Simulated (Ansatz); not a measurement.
# CH4B2O: single points off equilibrium

The task here is to estimate one member of a computed series from the others.

Method: single points in def2-TZVPP; program: Ansatz 0.2.0, Gaussian basis.

Cores are frozen in the correlated methods.

### Starting geometry

SMILES `BOB=C`, 8 atoms, charge 0, spin multiplicity 1.

Atoms are counted from 1 here; the program's logs count them from 0.

Bond lengths: B1–O2 1.461 Å, B1–H5 1.290 Å, B1–H6 1.341 Å, O2–B3 1.074 Å, B3–C4 1.510 Å, C4–H7 1.266 Å, C4–H8 0.958 Å. Angles: O2–B1–H5 115.4°, O2–B1–H6 123.9°, H5–B1–H6 120.7°, B1–O2–B3 163.9°, O2–B3–C4 171.4°, B3–C4–H7 117.2°, B3–C4–H8 134.7°, H7–C4–H8 107.5°.

As a file:

```xyz
8
CH4B2O
B    -1.4407   -1.3824    0.3741
O    -0.4506   -0.4027   -0.0660
B     0.3947    0.2572   -0.1194
C     1.5152    1.2277   -0.4065
H    -2.6322   -0.9219    0.5534
H    -1.1657   -2.6762    0.5938
H     1.2282    2.4605   -0.4047
H     2.4663    1.1537   -0.4887
```

The first run:

run/in.yaml reads:

```yaml
crystal:
  periodic: [false, false, false]
  atoms:
    - {symbol: B, position_ang: [-1.440700, -1.382400, 0.374100]}
    - {symbol: O, position_ang: [-0.450600, -0.402700, -0.066000]}
    - {symbol: B, position_ang: [0.394700, 0.257200, -0.119400]}
    - {symbol: C, position_ang: [1.515200, 1.227700, -0.406500]}
    - {symbol: H, position_ang: [-2.632200, -0.921900, 0.553400]}
    - {symbol: H, position_ang: [-1.165700, -2.676200, 0.593800]}
    - {symbol: H, position_ang: [1.228200, 2.460500, -0.404700]}
    - {symbol: H, position_ang: [2.466300, 1.153700, -0.488700]}
basis:
  gaussian: {orbitals: def2-TZVPP}
correlation: {method: ccsd_t}
output: {forces: true}
```

The command line of these runs was not kept.

Among the steps run: CCSD(T)/def2-TZVPP; PBE0-D4/def2-TZVPP; wB97M-V/def2-TZVPP; r2SCAN-D4/def2-TZVPP; PBE-D4/def2-TZVPP; B97M-V/def2-TZVPP; revPBE-D4/def2-TZVPP.

One table of the session follows, with a row left open; its other results are not shown here.

| method | RMS force component (eV/Å) | angle to CCSD(T) forces (°) | dipole (D) |
| --- | --- | --- | --- |
| CCSD(T) | 8.479 | reference | 3.46 |
| PBE0-D4 | 8.223 | 1.1 | 2.92 |
| wB97M-V | 8.429 | 0.8 | 3.97 |
| r2SCAN-D4 | ? | ? | ? |
| PBE-D4 | 8.093 | 1.3 | 1.75 |
| B97M-V | 8.077 | 1.2 | 2.28 |
| revPBE-D4 | 8.145 | 1.3 | 1.80 |

Estimate the missing values for r2SCAN-D4.

As computed: RMS force component (eV/Å): 8.151; angle to CCSD(T) forces (°): 1.1; dipole (D): 2.35. In the column «RMS force component (eV/Å)» it lies between revPBE-D4 (8.145) and PBE0-D4 (8.223).
